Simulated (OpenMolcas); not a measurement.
# CuNH4 (SMILES [H][Cu]<-[NH3]) at SOS-MP2/def2-SVP (RICD fitting)

What is the energy difference between two shapes of CuNH4 at SOS-MP2/def2-SVP (RICD fitting)? 

The calculation is run with OpenMolcas 26.06.

5 further runs of the same task are left out: 5 set aside as unsound or not needed.

**1. The structure to begin with**

CuNH4 has 6 atoms, charge 0, and is taken as a singlet. As SMILES, `[H][Cu]<-[NH3]`. The shape comes from GFN2-xTB, which is rough for such elements, and wasn't checked as a minimum.

Bond lengths: Cu1–N2 1.969 Å, N2–H3 1.018 Å, N2–H4 1.018 Å, N2–H5 1.018 Å, Cu1–H6 1.446 Å. Angles: Cu1–N2–H3 109.7°, Cu1–N2–H4 108.8°, Cu1–N2–H5 109.5°, N2–Cu1–H6 179.3°, H3–N2–H4 109.6°, H3–N2–H5 109.6°, H4–N2–H5 109.7°.

**2. The energy at SOS-MP2/def2-SVP (RICD fitting)**

Input file mol.inp:

```
&GATEWAY
  Coord
  6
  angstrom
  Cu      -0.012740       0.006930      -1.240190
  N        0.000760      -0.001200       0.729060
  H       -0.413680       0.860500       1.078460
  H        0.964450      -0.071390       1.049950
  H       -0.532190      -0.799250       1.068800
  H       -0.006600       0.004410      -2.686070
  Basis = def2-SVP
  Group = NoSym
  RICD

&SEWARD

&SCF
  PrOrbitals = 1

&MBPT2
  SOSMP2
  Frozen = 6
```

Run with:

```
$ export MOLCAS_MEM=1860
$ pymolcas mol.inp > mol.log
```

What it wrote:

```text
--- Start Module: gateway ---
[...]
--- Stop Module: gateway /rc=_RC_ALL_IS_WELL_ ---
[...]
      Basis functions           65
[...]
--- Start Module: scf ---
[...]
       Convergence after  12 Iterations
[...]
::    Total SCF energy                              -1695.4236635497
[...]
      Total spin, S                                     0.0000000000
[...]
      Total electronic charge=   40.000000
      Total            charge=   -0.000000
[...]
      Dipole Moment (debye):
      Origin of the operator (angstrom)=   -0.0096    0.0051   -0.8315
                   X=  2.2008E-02               Y= -1.2263E-02               Z=  7.2562E+00           Total=  7.2563E+00
      Quadrupole Moment (debye*angstrom):
[...]
--- Stop Module: scf /rc=_RC_ALL_IS_WELL_ ---
--- Start Module: mbpt2 ---
[...]
WARNING!
Default frozen orbitals as non valence orbitals is overwritten by user input.
Default values:   7
[...]
::    Total MBPT2 energy                            -1695.9593449715
[...]
--- Stop Module: mbpt2 /rc=_RC_ALL_IS_WELL_ ---
[...]
```

It took 2.4 s on 1 thread of Arm Neoverse V2, shared host; peak memory 0.24 GiB.

**3. The distorted shape**

Input file mol.input:

```
* CuH4N SOS-MP2

&GATEWAY
  Coord
  6
  angstrom
  Cu      -0.091622      -0.049136      -1.197180
  N       -0.045520      -0.016641       0.760725
  H       -0.411335       0.872815       1.126343
  H        0.983422      -0.109982       1.041694
  H       -0.450698      -0.812241       1.028881
  H       -0.012130       0.036490      -2.692624
  Basis
  def2-SVP
  Group
  NoSym
  RICD

&SEWARD

&SCF
  PrOrbitals
  1

&MBPT2
  SOSMP2
  Frozen
  6
```

Run with:

```
$ export MOLCAS_MEM=1860
$ pymolcas mol.input > mol.log
```

What it wrote:

```text
--- Start Module: gateway ---
[...]
--- Stop Module: gateway /rc=_RC_ALL_IS_WELL_ ---
[...]
      Basis functions           65
[...]
--- Start Module: scf ---
[...]
       Convergence after  12 Iterations
[...]
::    Total SCF energy                              -1695.4127632916
[...]
      Total spin, S                                     0.0000000000
[...]
      Total electronic charge=   40.000000
      Total            charge=   -0.000000
[...]
      Dipole Moment (debye):
      Origin of the operator (angstrom)=   -0.0777   -0.0412   -0.7927
                   X=  1.0764E-01               Y= -1.6307E-01               Z=  7.2603E+00           Total=  7.2629E+00
      Quadrupole Moment (debye*angstrom):
[...]
--- Stop Module: scf /rc=_RC_ALL_IS_WELL_ ---
--- Start Module: mbpt2 ---
[...]
WARNING!
Default frozen orbitals as non valence orbitals is overwritten by user input.
Default values:   7
[...]
::    Total MBPT2 energy                            -1695.9448776191
[...]
--- Stop Module: mbpt2 /rc=_RC_ALL_IS_WELL_ ---
[...]
```

It took 2.5 s on 1 thread of Arm Neoverse V2, shared host; peak memory 0.24 GiB.

**4. Results**

At SOS-MP2/def2-SVP (RICD fitting), 6 core orbitals frozen:

| quantity | value |
| --- | --- |
| first shape: total energy | -1695.95934 Eh |
| first shape: dipole moment (mean-field density) | 7.26 D |
| first shape: HOMO energy (Hartree–Fock orbitals) | -7.95 eV |
| first shape: LUMO energy (Hartree–Fock orbitals) | 2.34 eV |
| first shape: HOMO–LUMO gap (Hartree–Fock orbitals) | 10.29 eV |
| first shape: correlation energy (6 core orbitals frozen) | -535.7 mEh |
| distorted shape: total energy | -1695.94488 Eh |
| distorted shape: dipole moment (mean-field density) | 7.26 D |
| distorted shape: HOMO energy (Hartree–Fock orbitals) | -7.97 eV |
| distorted shape: LUMO energy (Hartree–Fock orbitals) | 2.29 eV |
| distorted shape: HOMO–LUMO gap (Hartree–Fock orbitals) | 10.26 eV |
| distorted shape: correlation energy (6 core orbitals frozen) | -532.1 mEh |
| energy change with the atoms displaced | 0.394 eV |

What this shows: With the atoms displaced the energy rises by 0.39 eV (38.0 kJ/mol). The first shape isn't relaxed at this level, so the change isn't measured from a minimum. Mulliken charges (distorted shape) of the mean-field density run from -0.33 on H6 to +0.19 on H3.
